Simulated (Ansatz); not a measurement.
**Tetraphenylborate (C₂₄H₂₀B−): geometry, orbitals and charge**

What does tetraphenylborate (C₂₄H₂₀B−) look like as a singlet, and where do its frontier electrons sit?

Computed with Ansatz 0.2.0, Gaussian basis. Level: RKS PBE0-D4/def2-TZVP.

Levels to be run: relaxation at PBE-D4/def2-SVP; a single point at PBE0-D4/def2-TZVP.

### 1 Starting geometry

SMILES `c1ccc([B-](c2ccccc2)(c2ccccc2)c2ccccc2)cc1`, 45 atoms, charge -1, spin multiplicity 1.

Atoms are counted from 1 here; the program's logs count them from 0.

Bond lengths: C1–C2 1.385 Å, C1–C25 1.385 Å, C1–H26 1.084 Å, C2–C3 1.383 Å, C2–H27 1.085 Å, C3–C4 1.395 Å, C3–H28 1.082 Å, C4–B5 1.624 Å, C4–C24 1.395 Å, B5–C6 1.624 Å, B5–C12 1.624 Å, B5–C18 1.624 Å, C6–C7 1.395 Å, C6–C11 1.395 Å, C7–C8 1.384 Å, C7–H29 1.082 Å, C8–C9 1.385 Å, C8–H30 1.085 Å and more. Angles: C2–C1–C25 118.9°, C2–C1–H26 120.5°, C25–C1–H26 120.5°, C1–C2–C3 120.2°, C1–C2–H27 119.7°, C3–C2–H27 120.1°, C2–C3–C4 122.2°, C2–C3–H28 118.9°, C4–C3–H28 118.9°, C3–C4–B5 121.8°, C3–C4–C24 116.2°, B5–C4–C24 121.8°, C4–B5–C6 101.8°, C4–B5–C12 113.5°, C4–B5–C18 113.5°, C6–B5–C12 113.4°, C6–B5–C18 113.4°, C12–B5–C18 101.8° and more.

The ion is computed in the gas phase, without counter-ions or solvent.

The start is a GFN2-xTB geometry.

### 2 Relaxation at PBE-D4/def2-SVP

in.yaml reads:

```yaml
crystal:
  periodic: [false, false, false]
  atoms:
    - {symbol: C, position_ang: [-2.469450, -3.084160, 2.039350]}
    - {symbol: C, position_ang: [-3.066750, -2.104370, 1.264300]}
    - {symbol: C, position_ang: [-2.289390, -1.165660, 0.609810]}
    - {symbol: C, position_ang: [-0.896930, -1.166030, 0.690110]}
    - {symbol: B, position_ang: [-0.001080, -0.000880, 0.000410]}
    - {symbol: C, position_ang: [0.034720, 1.126970, 1.168980]}
    - {symbol: C, position_ang: [-0.964150, 2.093420, 1.287770]}
    - {symbol: C, position_ang: [-0.988830, 3.004970, 2.328230]}
    - {symbol: C, position_ang: [-0.005750, 2.975010, 3.302930]}
    - {symbol: C, position_ang: [0.985760, 2.011580, 3.225800]}
    - {symbol: C, position_ang: [0.996440, 1.107050, 2.179140]}
    - {symbol: C, position_ang: [-0.614950, 0.542020, -1.402120]}
    - {symbol: C, position_ang: [-1.277560, -0.305040, -2.290540]}
    - {symbol: C, position_ang: [-1.727160, 0.126560, -3.525780]}
    - {symbol: C, position_ang: [-1.518590, 1.436340, -3.923430]}
    - {symbol: C, position_ang: [-0.842840, 2.295160, -3.073180]}
    - {symbol: C, position_ang: [-0.399260, 1.848290, -1.841300]}
    - {symbol: C, position_ang: [1.473950, -0.504210, -0.455910]}
    - {symbol: C, position_ang: [2.566060, 0.362630, -0.494330]}
    - {symbol: C, position_ang: [3.806480, -0.034340, -0.961020]}
    - {symbol: C, position_ang: [3.996450, -1.326500, -1.420930]}
    - {symbol: C, position_ang: [2.924990, -2.203430, -1.417440]}
    - {symbol: C, position_ang: [1.690850, -1.791410, -0.947410]}
    - {symbol: C, position_ang: [-0.326590, -2.149810, 1.497850]}
    - {symbol: C, position_ang: [-1.089920, -3.095630, 2.158740]}
    - {symbol: H, position_ang: [-3.072850, -3.825530, 2.551210]}
    - {symbol: H, position_ang: [-4.147590, -2.074530, 1.174680]}
    - {symbol: H, position_ang: [-2.778750, -0.405080, 0.015750]}
    - {symbol: H, position_ang: [-1.746470, 2.131130, 0.540770]}
    - {symbol: H, position_ang: [-1.780340, 3.744950, 2.384760]}
    - {symbol: H, position_ang: [-0.016580, 3.688950, 4.118660]}
    - {symbol: H, position_ang: [1.753420, 1.968850, 3.991150]}
    - {symbol: H, position_ang: [1.777240, 0.358570, 2.143550]}
    - {symbol: H, position_ang: [-1.446240, -1.335040, -2.004430]}
    - {symbol: H, position_ang: [-2.242000, -0.561070, -4.188520]}
    - {symbol: H, position_ang: [-1.871970, 1.781900, -4.888350]}
    - {symbol: H, position_ang: [-0.661020, 3.320460, -3.377370]}
    - {symbol: H, position_ang: [0.133200, 2.536310, -1.197560]}
    - {symbol: H, position_ang: [2.438980, 1.379630, -0.146440]}
    - {symbol: H, position_ang: [4.634190, 0.666900, -0.971030]}
    - {symbol: H, position_ang: [4.966950, -1.644780, -1.784600]}
    - {symbol: H, position_ang: [3.057690, -3.214280, -1.788080]}
    - {symbol: H, position_ang: [0.866200, -2.491980, -0.960970]}
    - {symbol: H, position_ang: [0.749360, -2.175410, 1.611500]}
    - {symbol: H, position_ang: [-0.609940, -3.848470, 2.775330]}
basis:
  gaussian: {orbitals: def2-SVP, fitting: {mean_field: def2-universal-jkfit}}
total_charge: -1
hamiltonian: {xc: pbe, dispersion: d4}
scf: {lower_state_search: "off"}
output: {orbitals: {seedname: orbitals}}
relax: {f_tol: 0.03, max_steps: 70}
```

On the command line:

```
ansatz run in.yaml --threads 2 --pin off --events-out ev --progress --plain --max-ram 22528MiB --backend cuda --devices 0, --max-vram 18GiB
```

The runs that follow: Single point, PBE0-D4/def2-TZVP.

Before running them: what should the planned runs give, taken together? Wanted: point group; commonest bond, hydrogen aside; HOMO, LUMO at PBE0-D4/def2-TZVP.

As calculated:

| quantity | value |
| --- | --- |
| point group | D2d |
| commonest bond, hydrogen aside | C–C, 24 of mean length 1.408 Å |
| HOMO, LUMO at PBE0-D4/def2-TZVP | -3.02, 2.77 eV |

In words: The molecule keeps its bonding pattern by the stored test; the atoms moved 0.06 Å (rms). No usable vibrations, so a minimum isn't proven.
